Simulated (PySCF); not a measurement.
# CH₄ClGaO: excited states

Wanted: excited states for CH₄ClGaO (`C[O][GaH][Cl]`).

Computed with PySCF 2.14.0 and routines of our own; the level stands in each step. Atoms count from 0.

### 1 The system as given

8 atoms, charge 0, multiplicity 1; geometry from: GFN2-xTB.

### 2 Excited states: TDA PBE0/def2-SVP

Job settings and geometry (Å):

```
{"job": {"kind": "states", "xc": "PBE0", "basis": "def2-SVP", "tda": true, "soc": true, "nstates": 8, "ntriplets": 5, "nquad": 4}, "charge": 0, "multiplicity": 1}
C     -1.317378    -0.156908     0.297541
O      0.056999    -0.375027     0.044439
Ga     1.666152     0.075992    -0.366849
Cl     2.240644     2.044269    -0.740748
H     -1.724193     0.616770    -0.357882
H     -1.852453    -1.093133     0.118454
H     -1.464601     0.146553     1.336443
H      2.403888    -1.249103    -0.355962
```

Method: TDA PBE0/def2-SVP excited states, vertical, gas phase, spin-orbit mean-field couplings.

The run is started by

```sh
> OMP_NUM_THREADS=1 python excited_run.py task.json out
```

One launch serves the whole session: the jobs run in the order shown.

Standard output:

```text
coarse grid: 33984 points
cycle   1  E = -2499.6975156340  dE = -1.581e-01  |g| = 8.524e-01  |ddm| = 2.877e+00
cycle   2  E = -2499.2041246201  dE =  4.934e-01  |g| = 1.764e+00  |ddm| = 1.974e+00
cycle   3  E = -2499.8185316049  dE = -6.144e-01  |g| = 2.287e-01  |ddm| = 1.505e+00
cycle   4  E = -2499.8285550405  dE = -1.002e-02  |g| = 7.785e-02  |ddm| = 2.664e-01
cycle   5  E = -2499.8295091651  dE = -9.541e-04  |g| = 1.374e-02  |ddm| = 6.865e-02
cycle   6  E = -2499.8295450274  dE = -3.586e-05  |g| = 3.661e-03  |ddm| = 1.572e-02
cycle   7  E = -2499.8295478559  dE = -2.829e-06  |g| = 7.532e-04  |ddm| = 3.663e-03
final grid: 68944 points
cycle   8  E = -2499.8295857286  dE =  1.253e-08  |g| = 8.616e-04  |ddm| = 1.770e-03
cycle   9  E = -2499.8295856023  dE =  1.262e-07  |g| = 1.157e-03  |ddm| = 2.035e-03
cycle  10  E = -2499.8295859184  dE = -3.161e-07  |g| = 2.059e-04  |ddm| = 1.159e-03
cycle  11  E = -2499.8295859268  dE = -8.349e-09  |g| = 2.217e-05  |ddm| = 1.487e-04
cycle  12  E = -2499.8295859269  dE = -6.685e-11  |g| = 5.149e-06  |ddm| = 1.485e-05
converged SCF energy = -2499.8295859269

Singlet excitations
state   eV       nm        f     d(h-e)  d(exc)  Lambda  PR(NTO)  |dmu|/D   mu/D   main configurations
  1   5.6662   218.8   0.00124   1.699   3.015   0.334   1.005    5.775    6.643   H->L 0.99
  2   6.2132   199.5   0.02740   1.709   3.056   0.472   1.960    5.610    6.499   H-1->L 0.57, H->L+1 0.40
  3   6.5563   189.1   0.00399   1.661   3.043   0.391   1.041    5.543    6.447   H-1->L+1 0.96
  4   6.8212   181.8   0.01271   1.211   2.902   0.387   1.039    3.483    2.853   H-2->L 0.98
  5   7.0303   176.4   0.21834   1.760   3.130   0.463   2.025                     H->L+1 0.54, H-1->L 0.37
  6   7.5678   163.8   0.04611   1.441   2.847   0.561   1.512                     H-2->L+1 0.73, H-3->L 0.21
  7   7.7448   160.1   0.05787   1.605   2.946   0.540   1.763                     H-3->L 0.69, H-2->L+1 0.15, H-4->L+1 0.10
  8   7.8371   158.2   0.00130   0.795   2.804   0.492   2.008                     H-4->L 0.56, H-3->L+1 0.43

Triplet excitations (Tamm-Dancoff)
state   eV     d(h-e)  d(exc)  Lambda  PR(NTO)   main configurations
  1   5.3916   1.740   2.931   0.476   1.028   H-1->L 0.88, H->L 0.09
  2   5.4553   1.626   2.959   0.348   1.021   H->L 0.89, H-1->L 0.09
  3   6.0191   1.458   2.931   0.445   1.046   H->L+1 0.93
  4   6.2261   1.557   2.913   0.391   1.032   H-1->L+1 0.93
  5   6.4923   0.657   2.786   0.391   1.008   H-2->L 0.94
S1 - T1 = 0.2746 eV

Spin-orbit couplings |<S|Hso|T>| (cm-1)
             T1       T2       T3       T4       T5
S0       20.777  102.077   24.872   39.197  259.207
S1       34.833    9.403   63.172    3.208   63.075
S2       17.963   74.570   12.672   72.788   78.602
S3       53.759   14.851   43.487    4.284    5.769
S4       51.649   63.986   10.428    8.235    2.323
S5        2.555    7.302    4.250   15.590   61.277
S6        6.457   21.907   63.599   59.230   82.285
S7       10.853   46.933   25.585   16.465  159.764
S8       38.830    9.052   45.080    4.535   63.619
T1 sublevels (cm-1): 0.000 0.009 3.263   radiative rates (1/s): 521 169 747
```

Run time: 12 s. Hardware: 1 thread of Arm Neoverse N1, shared host; peak memory 0.44 GiB.

Key values:

```csv
quantity,value
S1 less T1,0.27 eV
```

### 3 Excited states: TDDFT wB97X-D/aug-cc-pVDZ

Settings changed since step 2:

```diff
@@ -1,2 +1,2 @@
-{"job": {"kind": "states", "xc": "PBE0", "basis": "def2-SVP", "tda": true, "soc": true, "nstates": 8, "ntriplets": 5, "nquad": 4}, "charge": 0, "multiplicity": 1}
+{"job": {"kind": "states", "xc": "wB97X-D", "basis": "aug-cc-pVDZ", "tpa": true, "nstates": 6, "nquad": 5, "ntriplets": 0}, "charge": 0, "multiplicity": 1}
 C     -1.317378    -0.156908     0.297541
```

With the program's defaults for keys left out, this is: TDDFT wB97X-D/aug-cc-pVDZ excited states, vertical, gas phase, two-photon moments by quadratic response.

Standard output:

```text
coarse grid: 33984 points
cycle   1  E = -2500.7233578271  dE = -1.055e-01  |g| = 7.665e-01  |ddm| = 5.585e+00
cycle   2  E = -2500.6199725467  dE =  1.034e-01  |g| = 1.099e+00  |ddm| = 2.978e+00
cycle   3  E = -2500.8481097760  dE = -2.281e-01  |g| = 8.646e-02  |ddm| = 1.457e+00
cycle   4  E = -2500.8498964043  dE = -1.787e-03  |g| = 2.899e-02  |ddm| = 2.745e-01
cycle   5  E = -2500.8501364273  dE = -2.400e-04  |g| = 3.213e-03  |ddm| = 8.642e-02
cycle   6  E = -2500.8501420698  dE = -5.642e-06  |g| = 1.160e-03  |ddm| = 1.398e-02
final grid: 68944 points
cycle   7  E = -2500.8497604180  dE = -1.154e-06  |g| = 1.139e-03  |ddm| = 1.133e-02
cycle   8  E = -2500.8497605948  dE = -1.768e-07  |g| = 8.594e-04  |ddm| = 4.888e-03
cycle   9  E = -2500.8497607803  dE = -1.855e-07  |g| = 1.093e-04  |ddm| = 2.201e-03
cycle  10  E = -2500.8497607834  dE = -3.108e-09  |g| = 6.350e-05  |ddm| = 2.509e-04
cycle  11  E = -2500.8497607848  dE = -1.372e-09  |g| = 1.485e-05  |ddm| = 1.820e-04
cycle  12  E = -2500.8497607849  dE = -9.868e-11  |g| = 2.978e-06  |ddm| = 5.797e-05
converged SCF energy = -2500.8497607849

Singlet excitations
state   eV       nm        f     d(h-e)  d(exc)  Lambda  PR(NTO)  |dmu|/D   mu/D   delta(TPA)   sigma/GM   main configurations
  1   5.8838   210.7   0.00109   1.610   3.034   0.259   1.008    5.710    6.436        5.36      0.068   H->L 0.80, H->L+5 0.16
  2   6.3443   195.4   0.02318   1.591   3.125   0.338   1.947    5.557    6.337       37.36      0.551   H-1->L 0.51, H->L+1 0.23, H->L+4 0.10
  3   6.6086   187.6   0.00174   1.424   3.165   0.267   1.040    5.046    5.896       30.00      0.480   H-1->L+1 0.61, H-1->L+4 0.23
  4   6.8540   180.9   0.15573   1.247   3.330   0.310   1.915    3.755    4.565      164.27      2.827   H->L+1 0.37, H-1->L 0.30, H->L+4 0.11
  5   6.9649   178.0   0.01365   0.948   2.897   0.319   1.037    2.970    2.266        1.93      0.034   H-2->L 0.80, H-2->L+5 0.18
  6   7.4320   166.8   0.05926   1.011   4.002   0.193   1.094                                            H->L+3 0.57, H->L+4 0.11, H->L+2 0.10
```

Run time: 26 s. Hardware: 1 thread of Arm Neoverse N1, shared host; peak memory 0.58 GiB.

### 4 What came out

```
                              quantity    value
S1 less T1 (step 2, TDA PBE0/def2-SVP)  0.27 eV
```

In words: Scalar relativity is left out for the heavy atoms. In step 2, the number of triplets below S1 is 2, and the largest singlet-triplet spin-orbit coupling is S0–T5, 259.21 cm⁻¹. Steps that list no spin-orbit terms leave them out, which matters at and beside the heavy atoms. The geometry comes from tight binding, which is rough for metal atoms, and these values hang on it.
